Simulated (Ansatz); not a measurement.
**Cl₂H₂O₂Si₂: geometry and vibrations**

Aim: relax Cl₂H₂O₂Si₂ from a cheap starting geometry, check the end point by its vibrations and derive ideal-gas thermochemistry, and look at its orbitals and charge.

The runs use Ansatz 0.2.0, Gaussian basis; RKS PBE0-D4/def2-TZVP.

Levels to be run: relaxation at PBE0-D4/def2-TZVP; harmonic vibrations at the same level; a single point in def2-TZVPP for the fields.

**1. Starting geometry**

SMILES `Cl[SiH]1O[SiH](Cl)O1`, 8 atoms, charge 0, spin multiplicity 1.

Atoms are counted from 1 here; the program's logs count them from 0.

Bond lengths: Cl1–Si2 1.959 Å, Si2–O3 1.667 Å, Si2–O6 1.669 Å, Si2–H7 1.437 Å, O3–Si4 1.668 Å, Si4–Cl5 1.959 Å, Si4–O6 1.667 Å, Si4–H8 1.437 Å. Angles: Cl1–Si2–O3 112.6°, Cl1–Si2–O6 113.0°, Cl1–Si2–H7 119.3°, O3–Si2–O6 87.8°, O3–Si2–H7 110.1°, O6–Si2–H7 109.7°, Si2–O3–Si4 92.2°, O3–Si4–Cl5 112.6°, O3–Si4–O6 87.8°, O3–Si4–H8 110.0°, Cl5–Si4–O6 113.0°, Cl5–Si4–H8 119.2°, O6–Si4–H8 109.9°, Si2–O6–Si4 92.1°.

The start is a GFN2-xTB geometry.

**2. Optimising with PBE0-D4/def2-TZVP**

The input, in.yaml:

```yaml
crystal:
  periodic: [false, false, false]
  atoms:
    - {symbol: Cl, position_ang: [1.559720, -2.086220, 0.902830]}
    - {symbol: Si, position_ang: [0.942680, -0.236590, 0.712850]}
    - {symbol: O, position_ang: [0.722940, 0.204440, -0.879270]}
    - {symbol: Si, position_ang: [-0.917050, 0.414880, -0.661400]}
    - {symbol: Cl, position_ang: [-1.983130, -0.844020, -1.718410]}
    - {symbol: O, position_ang: [-0.705440, -0.075440, 0.918090]}
    - {symbol: H, position_ang: [1.623440, 0.809320, 1.425290]}
    - {symbol: H, position_ang: [-1.243160, 1.813630, -0.699980]}
basis:
  gaussian: {orbitals: def2-TZVP}
hamiltonian: {xc: pbe0, dispersion: d4}
relax: {f_tol: 0.005, max_steps: 150}
```

Started as:

```sh
ansatz run in.yaml --threads 4 --pin off --events-out ev --progress --plain --max-ram 10444MiB
```

Further steps of the session: Harmonic vibrations; Fields at the relaxed geometry.

**Question.** What will the summary of the whole plan be? Wanted: point group; shift from the start; total energy; dispersion term; dipole moment; lowest, highest wavenumber; zero-point energy; HOMO, LUMO.

As calculated:

| quantity | value |
| --- | --- |
| point group | C2v |
| steps | 7 |
| shift from the start (rms) | 0.115 Å |
| total energy | -44918.7236 eV |
| dispersion term | -257 meV |
| dipole moment | 1.32 D |
| lowest, highest wavenumber | 67, 2320 cm⁻¹ |
| zero-point energy | 84.0 kJ/mol |
| entropy at 298.15 K | 349.8 J/(mol K) |
| HOMO, LUMO | -9.61, -0.47 eV |

In words: The relaxed geometry lies 0.12 Å (rms) from the start; the bond that changed most is Cl1–Si2, from 1.959 to 2.022 Å. The bonds at the end are not those of the start, so the run found another structure. All wavenumbers are real, so the end point is a minimum. The stiffest mode, 2320 cm⁻¹, is an Si–H stretch, and 2 modes under 200 cm⁻¹ make the vibrational entropy uncertain. Harmonic hybrid wavenumbers usually lie a few per cent above measured fundamentals. The largest Mulliken charge, +0.62 e, sits on Si2. The HOMO lies mostly on Cl1, Cl5 about 37 % each; H7, H8 about 8 % each and the LUMO on Si2, Si4 about 19 % each; H7, H8 about 13 % each.
